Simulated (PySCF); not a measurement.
# BI3: the cost of one run

Programs: PySCF 2.14.0, with routines of our own; each step states its level. All values are computed. Atoms count from 0.

### 1 The system as given

4 atoms, charge 0, multiplicity 1; geometry from: GFN2-xTB.

### 2 Geometry optimisation at PBE0-D3(BJ)/def2-SVP

Job settings and geometry (Å):

```
{"job": {"xc": "PBE0", "basis": "def2-SVP", "d3": "d3bj", "grid": 1, "maxiter": 30, "shake": 0.01, "kind": "geom"}, "charge": 0, "multiplicity": 1}
I     -1.776890    -1.017410     0.784740
B     -0.002660    -0.003080     0.313780
I      1.830880    -0.890780     0.793660
I     -0.013330     1.885890    -0.635640
```

On the command line:

```bash
> OMP_NUM_THREADS=1 python heavy_run.py task.json out
```

One launch serves the whole session: the jobs run in the order shown.

**Question.** How long does this first job take on 1 thread of Intel Xeon Platinum 8488C, shared host, and how much memory does it need?

About 26 s, with a peak of 0.41 GiB.
